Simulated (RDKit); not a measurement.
# CH4FNOSi (SMILES OC1(F)N[SiH2]1) at UFF

We compute a structure relaxation of CH4FNOSi. The job is set up through a Python script.

Program for the calculation: RDKit 2026.09.1.

1 further run of the same task is left out (set aside as unsound or not needed).

**1. Starting point**

CH4FNOSi has 9 atoms, charge 0, and is taken as a singlet. As SMILES, `OC1(F)N[SiH2]1`. The coordinates come from a GFN2-xTB relaxation. This is one conformer, not always the lowest. The run starts from this shape.

Bond lengths: O1–C2 1.355 Å, C2–F3 1.397 Å, C2–N4 1.441 Å, C2–Si5 1.880 Å, N4–Si5 1.724 Å, O1–H6 0.969 Å, N4–H7 1.007 Å, Si5–H8 1.452 Å, Si5–H9 1.446 Å. Some angles: O1–C2–F3 109.5°, O1–C2–N4 117.7°, O1–C2–Si5 127.7°, F3–C2–N4 112.9°, F3–C2–Si5 118.6°, N4–C2–Si5 60.8°, C2–N4–Si5 72.3°, C2–Si5–N4 46.9°, C2–O1–H6 110.6°, C2–N4–H7 124.2°.

**2. A structure relaxation at UFF**

Input file mol.xyz:

```xyz
9

O      0.998790     1.465730     0.280770
C      0.591540     0.222430    -0.069990
F      1.581250    -0.392210    -0.841670
N     -0.725760     0.084740    -0.636680
Si    -0.671620    -0.862820     0.801990
H      1.074380     2.032670    -0.502000
H     -0.913670     0.030050    -1.624250
H     -0.424160    -2.292510     0.761560
H     -1.510730    -0.288080     1.830270
```

Input file ff.py:

```python
# UFF minimise with RDKit
import json
import numpy as np
from rdkit import Chem
from rdkit.Chem import AllChem
from rdkit.Chem import rdDetermineBonds

m = Chem.MolFromXYZFile("mol.xyz")
rdDetermineBonds.DetermineBonds(m, charge=0)
print("perceived SMILES:", Chem.MolToSmiles(Chem.RemoveHs(m)))
symbols = [a.GetSymbol() for a in m.GetAtoms()]
start = m.GetConformer().GetPositions().copy()

ff = AllChem.UFFGetMoleculeForceField(m)
e0 = ff.CalcEnergy()
print(f"start   E = {e0:.5f} kcal/mol")
path, flag, n = [], 1, 0
while flag and n < 2000:
    flag = ff.Minimize(maxIts=20, forceTol=0.0001)
    n += 20
    path.append((n, ff.CalcEnergy(), m.GetConformer().GetPositions().tolist()))
    print(f"{n:5d}   E = {path[-1][1]:.5f} kcal/mol")
print("converged" if flag == 0 else "iteration limit reached")
final = m.GetConformer().GetPositions()
for a, p in zip(symbols, final):
    print(f"{a:<2} {p[0]:11.5f} {p[1]:11.5f} {p[2]:11.5f}")
print(f"energy gained {e0 - path[-1][1]:.4f} kcal/mol")
json.dump(dict(symbols=symbols, start=start.tolist(), start_energy=e0, energy=path[-1][1], final=final.tolist(), path=path, success=flag == 0), open("results.json", "w"))
```

On the command line:

```bash
$ python ff.py
```

**Question.** What will come out? Wanted: steric energy.

Answer, from the run:

At UFF:

```
                      quantity       value
steric energy (arbitrary zero)  0.38598 Eh
```

What this shows: At the final geometry: Bond lengths: O1–C2 1.397 Å, C2–F3 1.386 Å, C2–N4 1.431 Å, C2–Si5 1.819 Å, N4–Si5 1.850 Å, O1–H6 0.992 Å, N4–H7 1.045 Å, Si5–H8 1.471 Å, Si5–H9 1.470 Å. Some angles: O1–C2–F3 117.4°, O1–C2–N4 112.6°, O1–C2–Si5 115.8°, F3–C2–N4 114.5°, F3–C2–Si5 118.6°, N4–C2–Si5 68.2°, C2–N4–Si5 65.9°, C2–Si5–N4 45.9°, C2–O1–H6 105.5°, C2–N4–H7 108.7°. The optimisation took 80 steps and changed the energy by -1.765 eV.
